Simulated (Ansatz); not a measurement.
# Cs2Au: the cost of one run

Computed with Ansatz 0.2.0 (DFT PBE, scalar-relativistic, plane waves, PAW, unless a step's input says otherwise).

### 1 Starting point

It takes space group I4/mmm (No. 139, tetragonal). The conventional cell has a = 4.414 Å, b = 4.414 Å, c = 10.827 Å, α = 90.00°, β = 90.00°, γ = 90.00°. Cs (site symmetry 4mm) is surrounded by 5 Cs at 3.57 to 3.62 Å and 5 Au at 3.60 to 3.63 Å. Au (site symmetry 4/mmm) has 10 Cs at 3.60 to 3.63 Å as nearest neighbours.

As a file:

```
CELL_PARAMETERS angstrom
-2.20678 2.20678 5.41351
2.20678 -2.20678 5.41351
2.20678 2.20678 -5.41351
ATOMIC_POSITIONS crystal
Cs 0.66500 0.66500 0.00000
Cs 0.33500 0.33500 0.00000
Au 0.00000 0.00000 0.00000
```

This is candidate A: MoSi2 (C11b) type (I4/mmm, No. 139).

(A quick probe on a coarse mesh, which set the mesh and smearing, is not shown.)

### 3 A loose first relaxation (candidate A)

input.yaml

```yaml
crystal:
  lattice:
    - [-2.2067803802, 2.2067803802, 5.4135081203]
    - [2.2067803802, -2.2067803802, 5.4135081203]
    - [2.2067803802, 2.2067803802, -5.4135081203]
  atoms:
    - { symbol: Cs, position: [0.665, 0.665, 0.0] }
    - { symbol: Cs, position: [0.335, 0.335, 0.0] }
    - { symbol: Au, position: [0.0, 0.0, 0.0] }
basis:
  ecutwfc: 420
kpoints:
  mp_grid: { grid: [6, 6, 6] }
hamiltonian:
  xc: pbe
scf:
  occupations: { method: gaussian, width: 0.1 }
  lower_state_search: "off"
output:
  forces: true
  stress: true
  eigenvalues: true
relax:
  adjacent_minimum: "off"
  f_tol: 0.04
  max_steps: 70
  cell: { stress_tol: 0.4 }
```

Command:

```
$ ansatz run input.yaml --threads 1 --pin off --max-ram 2560MiB --backend cpu --events-out ev --progress --plain --runs-dir out
```

What time and memory should one allow on 1 thread of Arm Neoverse V1, shared host?

About 2.4 min, with a peak of 0.46 GiB.
